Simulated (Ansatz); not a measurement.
# H4NSeSi, SMILES [NH][SiH2][SeH]: a relaxed scan of one distance

Run with Ansatz 0.2.0 through its Python package.

Script `h4nsesi.py`:
```python
'''Relaxed scan of one distance in H4NSeSi.'''

from dataclasses import dataclass

import ansatz as az
from ase import Atoms
import numpy as np


@dataclass
class RunConfig:
    basis_set: str = 'def2-SVP'
    functional: str = 'pbe'


opts = RunConfig()

atoms = Atoms(['N', 'Si', 'Se', 'H', 'H', 'H', 'H'], positions=[
    (-1.0796, 1.1938, -0.0572),
    (-0.475, -0.4875, 0.0303),
    (1.5095, -0.6414, -1.0827),
    (-0.3582, 1.7966, 0.3978),
    (-1.4549, -1.3932, -0.5876),
    (-0.2774, -0.8648, 1.4378),
    (2.1355, 0.3964, -0.1384),
])
system = az.Crystal.molecule_from_ase(atoms)

job = (
    system.calculation()
    .basis(gaussian=opts.basis_set)
    .functional(opts.functional)
    .spin('collinear', total=1)
)
symbols = [site.symbol for site in system.cartesian_sites]
pairs = [(0, 1), (0, 3), (1, 2), (1, 4), (1, 5), (2, 6)]
print('held (A)   E (eV)        ', '  '.join(f'{symbols[i]}{i}-{symbols[j]}{j}' for i, j in pairs))
for length in [1.35, 1.47, 1.59, 1.76, 1.99]:
    rep = job.relax(constraints=[az.DistanceConstraint((1, 4), at=length)], force_tolerance=0.02, max_steps=60).run(threads=1, backend='cpu').report
    xyz = np.array(rep['positions_ang'])
    print(f'{length:6.2f} {rep["free_energy_ev"]:14.5f}  ', '  '.join(f'{np.linalg.norm(xyz[i] - xyz[j]):.3f}' for i, j in pairs))
```

```console
$ python h4nsesi.py
held (A)   E (eV)         N0-Si1  N0-H3  Si1-Se2  Si1-H4  Si1-H5  Se2-H6
DeckWarning: relax.constraints: the input's atoms, or those drawn, lie off the distances that are held; a relaxation that starts there is brought onto them ahead of its first SCF, by positions alone, [...]
  1.35   -74753.75581   1.746  1.038  2.333  1.350  1.511  1.486
  1.47   -74753.98312   1.745  1.039  2.330  1.470  1.510  1.487
  1.59   -74753.92356   1.744  1.039  2.327  1.590  1.510  1.488
  1.76   -74753.57427   1.741  1.039  2.323  1.760  1.508  1.488
  1.99   -74752.94739   1.731  1.040  2.284  1.990  1.508  1.489
```
(Warnings from the package without file and line, shortened, repeats left out.)

Reading the output:
- Total energies depend on the basis set; only differences at equal settings carry meaning.
- The energies are electronic: no zero-point or thermal terms, and the basis set is short of its limit.
- The species is open-shell (spin multiplicity 2).
- The whole script took 4.3 min on 1 thread of AMD EPYC 7R43 64-Core Processor (Zen 3), on a shared host, peak memory 0.22 GiB.
